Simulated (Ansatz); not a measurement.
# The cluster Ca7Se6+: structure and electronic state

Aim: characterise the cluster Ca7Se6+ as a doublet: its structure, frontier levels and distribution of charge and spin.

Program: Ansatz 0.2.0, Gaussian basis. Level of theory: UKS PBE0-D4/def2-TZVP. These are calculated values, not measurements.

The runs, in order: relaxation at PBE-D4/def2-SVP; a search for the lowest solution at PBE-D4/def2-SVP; a single point at PBE0-D4/def2-TZVP.

2 further runs of the same task are left out: 2 set aside as unsound or not needed. Runs told in other sessions of the task aren't counted.

## Step 1: The system as given

13 atoms, charge 1, spin multiplicity 2.

Atoms are counted from 1 here; the program's logs count them from 0.

Bond lengths: Ca1–Se9 3.314 Å, Ca2–Se10 2.792 Å, Ca2–Se13 2.750 Å, Ca3–Se8 2.997 Å, Ca3–Se12 3.398 Å, Ca4–Se11 2.817 Å, Ca4–Se12 2.201 Å, Ca5–Se9 2.414 Å, Ca5–Se11 2.053 Å, Ca6–Se13 3.216 Å, Ca7–Se10 2.393 Å. Angles: Se10–Ca2–Se13 174.2°, Se8–Ca3–Se12 142.7°, Se11–Ca4–Se12 176.4°, Se9–Ca5–Se11 141.4°, Ca1–Se9–Ca5 113.4°, Ca2–Se10–Ca7 168.7°, Ca4–Se11–Ca5 154.9°, Ca3–Se12–Ca4 127.8°, Ca2–Se13–Ca6 138.6°.

The ion is computed in the gas phase, without counter-ions or solvent.

The start is a GFN2-xTB geometry.

## Step 2: Relaxation at PBE-D4/def2-SVP

Contents of in.yaml:

```yaml
crystal:
  periodic: [false, false, false]
  atoms:
    - {symbol: Ca, position_ang: [7.303750, -0.275590, -0.143380]}
    - {symbol: Ca, position_ang: [-0.778310, -5.421940, -0.151450]}
    - {symbol: Ca, position_ang: [-5.144940, 4.068860, 0.410760]}
    - {symbol: Ca, position_ang: [-0.282870, 5.431640, 0.160600]}
    - {symbol: Ca, position_ang: [3.834580, 3.050730, 0.098040]}
    - {symbol: Ca, position_ang: [4.468750, -3.515900, -0.154280]}
    - {symbol: Ca, position_ang: [-5.918930, -5.166370, -0.523630]}
    - {symbol: Se, position_ang: [-6.016260, 1.202440, 0.505610]}
    - {symbol: Se, position_ang: [4.127280, 0.668220, -0.161160]}
    - {symbol: Se, position_ang: [-3.543670, -5.050160, -0.254460]}
    - {symbol: Se, position_ang: [2.373190, 4.492530, 0.138190]}
    - {symbol: Se, position_ang: [-2.391530, 6.054440, 0.250960]}
    - {symbol: Se, position_ang: [1.968960, -5.538900, -0.175800]}
basis:
  gaussian: {orbitals: def2-SVP}
total_charge: 1
magnetization: {spin_polarized: true, initial_magnetization: 1}
hamiltonian: {xc: pbe, dispersion: d4}
scf: {lower_state_search: "off"}
output: {orbitals: {seedname: orbitals}}
relax: {f_tol: 0.03, max_steps: 70}
```

The run is started by

```
> ansatz run in.yaml --threads 2 --pin off --events-out ev --progress --plain --max-ram 32768MiB --backend cuda --devices 0, --max-vram 18GiB
```

After this run come: Searching for the lowest solution, PBE-D4/def2-SVP; Single point, PBE0-D4/def2-TZVP.

**Question.** What will the summary of the whole plan be? Wanted: point group; commonest bond; HOMO, LUMO at PBE0-D4/def2-TZVP; ⟨S²⟩.

As calculated:

```
                                         quantity                             value
                                      point group                                C1
                                   commonest bond  Ca–Se, 18 of mean length 2.774 Å
HOMO, LUMO at PBE0-D4/def2-TZVP (over both spins)                   -6.52, -4.59 eV
                                             ⟨S²⟩                             0.751
```

**Reading.** The relaxation broke 0 and made 14 bonds, so the end is another structure than the start. No usable vibrations, so a minimum isn't proven. Doubts on the single point: geometry only loosely relaxed. Whether this spin is the lowest isn't tested here. The point group is read from a loosely relaxed geometry; soft torsions can leave it below the true symmetry.
